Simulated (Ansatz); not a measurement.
## AlIn under changes of volume

One of the cells (23.540 Å³/atom); the others are scaled copies at fixed shape and fractional positions:

```
Al In
1.0
     3.05413    0.00000    0.00000
    -1.52707    2.64496    0.00000
     0.00000    0.00000    5.82802
Al In
1 1
Direct
  0.00000 0.00000 0.00000
  0.00000 0.00000 0.50000
```

The cell was built by a generator and needn't be a form met in nature.

* Program: Ansatz 0.2.0
* Functional: PBE
* Potentials or basis: Ansatz PAW
* Cutoff: 420 eV (not typed: the program's choice for these potentials)
* k mesh: 10 × 10 × 5
* Occupations: fermi-dirac, width 0.05 eV
* Spin: no spin polarisation

```csv
volume (Å³/atom),energy over the lowest point (meV/atom),pressure (GPa)
22.127,12.79,3.3
22.598,?,?
23.069,1.00,0.9
23.540,0.00,-0.1
24.010,1.76,-1.0
24.481,5.78,-1.7
24.952,11.72,-2.3
```

Task: What does the run at 22.598 Å³/atom give?

Result: Energy over the lowest point 5.13 meV/atom; pressure 2.0 GPa.

Worked out: A Birch-Murnaghan fit of order 3 (a polynomial in V^(-2/3)) to the other rows has its minimum at 23.46 Å³/atom with B0 = V·E''(V) = 47 GPa and B' = 6.8 at fixed shape and positions, which overstates the stiffness. It gives 5.06 meV/atom at 22.598 Å³/atom, against the run's 5.13, and -dE/dV = 2.0 GPa, against 2.0.

Energies are extrapolated to zero smearing.
